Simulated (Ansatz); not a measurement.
# ScGaS: the cost of one run

Method: DFT PBE, scalar-relativistic, plane waves, PAW, in Ansatz 0.2.0.

### 1 Starting point

It takes space group P4/nmm (No. 129, tetragonal). The conventional cell has a = 4.607 Å, b = 4.607 Å, c = 6.677 Å, α = 90.00°, β = 90.00°, γ = 90.00°. Sc (site symmetry -4m2) is surrounded by 4 S at 2.88 Å and 4 Sc at 3.26 Å. Ga (site symmetry -4m2) has 4 S at 2.81 Å in its first shell of neighbours. S (site symmetry 4mm) has 4 Ga at 2.81 Å and 4 Sc at 2.88 Å in its first shell of neighbours.

As a file:

```
Sc Ga S
1.0
     4.60675    0.00000    0.00000
     0.00000    4.60675    0.00000
     0.00000    0.00000    6.67725
Sc Ga S
2 2 2
Cartesian
  0.0000 0.0000 3.3386
  2.3034 2.3034 3.3386
  0.0000 0.0000 0.0000
  2.3034 2.3034 0.0000
  0.0000 2.3034 5.0614
  2.3034 0.0000 1.6159
```

A structure generator made this guess: species swapped into a database cell of LiMnAs (P4/nmm, No. 129), with Sc on the Li sites, Ga on the Mn sites and S on the As sites. Its size is a rough estimate.

### 2 The guess as it stands, on a coarse mesh

input.yaml reads:

```yaml
crystal:
  lattice:
    - [4.60674984, 0.0, 0.0]
    - [0.0, 4.60674984, 0.0]
    - [0.0, 0.0, 6.67724764]
  atoms:
    - { symbol: Sc, position: [0.0, 0.0, 0.5] }
    - { symbol: Sc, position: [0.5, 0.5, 0.5] }
    - { symbol: Ga, position: [0.0, 0.0, 0.0] }
    - { symbol: Ga, position: [0.5, 0.5, 0.0] }
    - { symbol: S, position: [0.0, 0.5, 0.75800002] }
    - { symbol: S, position: [0.5, 0.0, 0.24199998] }
basis:
  ecutwfc: 420
kpoints:
  mp_grid: { grid: [4, 4, 4] }
hamiltonian:
  xc: pbe
scf:
  occupations: { method: gaussian, width: 0.1 }
  lower_state_search: "off"
output:
  forces: true
  stress: true
  eigenvalues: true
```

Launch:

```sh
$ ansatz run input.yaml --threads 1 --pin off --max-ram 2560MiB --backend cpu --events-out ev --progress --plain --runs-dir out
```

What time and memory should one allow on 1 thread of Intel Xeon at 2.50GHz (Skylake/Cascade Lake), shared host?

About 12 s, with a peak of 0.44 GiB.
